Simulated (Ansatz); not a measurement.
# Hf4C3: the cost of one run

Method: DFT PBE, scalar-relativistic, plane waves, PAW, in Ansatz 0.2.0.

## Step 1: The structure to begin with

Symmetry: I-43m, No. 217, cubic system. Conventional cell: a = 4.937 Å, b = 4.937 Å, c = 4.937 Å, α = 90.00°, β = 90.00°, γ = 90.00°. Hf (site symmetry 3m) has 3 Hf at 1.98 Å and 3 C at 2.03 Å as nearest neighbours. Around C (site symmetry -42m) lie 4 Hf at 2.03 Å.

Coordinates:

```
CELL_PARAMETERS angstrom
-2.46828 2.46828 2.46828
2.46828 -2.46828 2.46828
2.46828 2.46828 -2.46828
ATOMIC_POSITIONS crystal
Hf 0.28387 0.28387 0.28387
Hf 0.00000 0.00000 0.71613
Hf 0.00000 0.71613 0.00000
Hf 0.71613 0.00000 0.00000
C 0.00000 0.50000 0.50000
C 0.50000 0.00000 0.50000
C 0.50000 0.50000 0.00000
```

Recipe of the guess: random cell by space group and Wyckoff sites (I-43m, No. 217). The dimensions are guesses.

## Step 2: A first look at the guess

Input file input.yaml:

```yaml
crystal:
  lattice:
    - [-2.46828319, 2.46828319, 2.46828319]
    - [2.46828319, -2.46828319, 2.46828319]
    - [2.46828319, 2.46828319, -2.46828319]
  atoms:
    - { symbol: Hf, position: [0.28386678, 0.28386678, 0.28386678] }
    - { symbol: Hf, position: [0.0, 0.0, 0.71613322] }
    - { symbol: Hf, position: [0.0, 0.71613322, 0.0] }
    - { symbol: Hf, position: [0.71613322, 0.0, 0.0] }
    - { symbol: C, position: [0.0, 0.5, 0.5] }
    - { symbol: C, position: [0.5, 0.0, 0.5] }
    - { symbol: C, position: [0.5, 0.5, 0.0] }
basis:
  ecutwfc: 420
kpoints:
  mp_grid: { grid: [6, 6, 6] }
hamiltonian:
  xc: pbe
scf:
  occupations: { method: gaussian, width: 0.1 }
  lower_state_search: "off"
output:
  forces: true
  stress: true
  eigenvalues: true
```

The run is started by

```sh
> ansatz run input.yaml --threads 1 --pin off --max-ram 2560MiB --backend cpu --events-out ev --progress --plain --runs-dir out
```

**Question.** How long does this run take on 1 thread of Arm Neoverse V1, shared host, and how much memory does it need?

About 23 s, with a peak of 0.33 GiB.
